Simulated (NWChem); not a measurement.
**P2H4 (diphosphine) at PBE0/def2-TZVP**

Aim: the electronic atomisation energy of P2H4 (diphosphine) at PBE0/def2-TZVP, from 3 runs. 

The calculation is run with NWChem 7.3.0.

3 further runs of the same task are left out: 1 that didn't finish, 2 set aside as unsound or not needed.

**1. The system as given**

The species is P2H4 (6 atoms), meant as a singlet with charge 0. SMILES: `PP`. The shape is that of a PBE0-D4/def2-TZVP optimisation. This is one conformer, not always the lowest.

Bond lengths: P1–P2 2.227 Å, P1–H3 1.422 Å, P1–H4 1.422 Å, P2–H5 1.422 Å, P2–H6 1.422 Å. Angles: P1–P2–H5 93.6°, P1–P2–H6 93.6°, P2–P1–H3 93.6°, P2–P1–H4 93.6°, H5–P2–H6 92.0°, H3–P1–H4 92.0°.

**2. A single-point energy at PBE0/def2-TZVP**

The input, h4p2.nw:

```
start h4p2
memory total 2200 mb
geometry units angstrom noautosym nocenter noautoz
   P      0.365100    -1.048800    -0.082300
   P     -0.365200     1.049100     0.078100
   H     -0.497000    -1.521600     0.945000
   H     -0.572100    -1.392900    -1.094900
   H      0.502800     1.524600    -0.942900
   H      0.566400     1.389600     1.097000
end
basis spherical bse
   P library def2-TZVP
   H library def2-TZVP
end
dft
   xc pbe0
   grid coarse
   convergence energy 1e-08
   maxiter 100
   mulliken
   print low
end
task dft energy
```

Run with:

```sh
$ nwchem h4p2.nw > h4p2.out
```

The log of the run:

```text
[...]
 d= 0,ls=0.0,diis     1   -684.8339259471 -7.73D+02  3.13D-03  5.02D-01     1.5
[...]
 d= 0,ls=0.0,diis     7   -684.8566367100 -9.49D-09  5.84D-07  1.74D-09     7.8
         Total DFT energy =     -684.856636710037
      One electron energy =    -1123.075396352256
           Coulomb energy =      397.291738348299
    Exchange-Corr. energy =      -47.692039058141
 Nuclear repulsion energy =       88.619060352061
[...]
      Total Density - Mulliken Population Analysis
     ---------------------------------------------
    Atom       Charge   Shell Charges
 -----------   ------   -------------------------------------------------------
    1 P   15    15.18   2.01  0.52  1.44  1.07  0.71  4.18  1.67  0.73  1.86  0.81  0.06  0.13  0.01
    2 P   15    15.18   2.01  0.52  1.44  1.07  0.71  4.18  1.67  0.73  1.86  0.81  0.06  0.13  0.01
    3 H    1     0.91   0.24  0.50  0.16  0.01
    4 H    1     0.91   0.24  0.50  0.16  0.01
    5 H    1     0.91   0.24  0.50  0.16  0.01
    6 H    1     0.91   0.24  0.50  0.16  0.01
[...]
```

Wall time 8.4 s (1 thread of Intel Xeon Platinum 8488C (Sapphire Rapids), shared host); peak memory 0.12 GiB.

**3. The H atom at the same level**

The input, sp.nw:

```
start sp
memory 2200 mb

geometry noautosym nocenter noautoz
  H      0.000000     0.000000     0.000000
end

basis spherical bse
  H library def2-TZVP
end

dft
  xc pbe0
  mult 2
  grid coarse
  convergence energy 1e-08
  iterations 100
  mulliken
  print low
end

task dft
```

Run with:

```sh
$ nwchem sp.nw > sp.out
```

The log of the run:

```text
[...]
 d= 0,ls=0.0,diis     1     -0.5008449105 -5.01D-01  5.80D-03  5.40D-04     0.0
[...]
 d= 0,ls=0.0,diis     4     -0.5010362962 -3.83D-10  3.94D-09  1.42D-15     0.1
[...]
         Total DFT energy =       -0.501036296229
      One electron energy =       -0.499609716918
           Coulomb energy =        0.309573723272
    Exchange-Corr. energy =       -0.311000302583
 Nuclear repulsion energy =        0.000000000000
[...]
      Total Density - Mulliken Population Analysis
     ---------------------------------------------
    Atom       Charge   Shell Charges
 -----------   ------   -------------------------------------------------------
    1 H    1     1.00   0.18  0.46  0.36  0.00
     --------------------------------------------
      Spin Density - Mulliken Population Analysis
     --------------------------------------------
    Atom       Charge   Shell Charges
 -----------   ------   -------------------------------------------------------
    1 H    1     1.00   0.18  0.46  0.36  0.00
[...]
      <S2> =      0.7500 (Exact =     0.7500)
[...]
```

It took 0.56 s on 1 thread of Intel Xeon Platinum 8488C (Sapphire Rapids), shared host; peak memory 0.1 GiB.

**4. The P atom**

The input, p.nw:

```
start p
title "P"
memory 2200 mb

geometry units angstroms noautosym nocenter noautoz
  P     0.000000    0.000000    0.000000
end

basis spherical bse
  * library def2-TZVP
end

dft
  xc pbe0
  mult 4
  grid coarse
  convergence energy 1e-08
  iterations 100
  mulliken
  print low
end

task dft energy
```

Run with:

```sh
$ nwchem p.nw > p.out
```

The log of the run:

```text
[...]
 d= 0,ls=0.0,diis     1   -341.1155895152 -3.41D+02  9.33D-03  7.38D-02     0.2
[...]
 d= 0,ls=0.0,diis     7   -341.1350581456 -6.40D-11  1.24D-08  4.90D-14     0.7
[...]
         Total DFT energy =     -341.135058145616
      One electron energy =     -471.605437936146
           Coulomb energy =      153.527476769042
    Exchange-Corr. energy =      -23.057096978512
 Nuclear repulsion energy =        0.000000000000
[...]
      Total Density - Mulliken Population Analysis
     ---------------------------------------------
    Atom       Charge   Shell Charges
 -----------   ------   -------------------------------------------------------
    1 P   15    15.00   2.01  0.52  1.44  1.20  0.82  4.16  1.68  0.64  1.59  0.93  0.00  0.00  0.00
     --------------------------------------------
      Spin Density - Mulliken Population Analysis
     --------------------------------------------
    Atom       Charge   Shell Charges
 -----------   ------   -------------------------------------------------------
    1 P   15     3.00   0.00  0.00 -0.00  0.01 -0.01  0.08 -0.05  0.44  1.61  0.92  0.00  0.00  0.00
[...]
      <S2> =      3.7500 (Exact =     3.7500)
[...]
```

It took 1.2 s on 1 thread of Intel Xeon Platinum 8488C (Sapphire Rapids), shared host; peak memory 0.11 GiB.

**5. What came out**

Level: PBE0/def2-TZVP.

| quantity | value |
| --- | --- |
| molecule: total energy | -684.85664 Eh |
| H atom: total energy | -0.50104 Eh |
| H atom: ⟨S²⟩ | 0.750 |
| P atom: total energy | -341.13506 Eh |
| P atom: ⟨S²⟩ | 3.750 |
| electronic atomisation energy | 15.847 eV |

Taking the molecule apart into free atoms costs 15.85 eV (1529 kJ/mol), before zero-point energy and without spin-orbit coupling. Mulliken charges (molecule) run from -0.18 on P1 to +0.09 on H3.
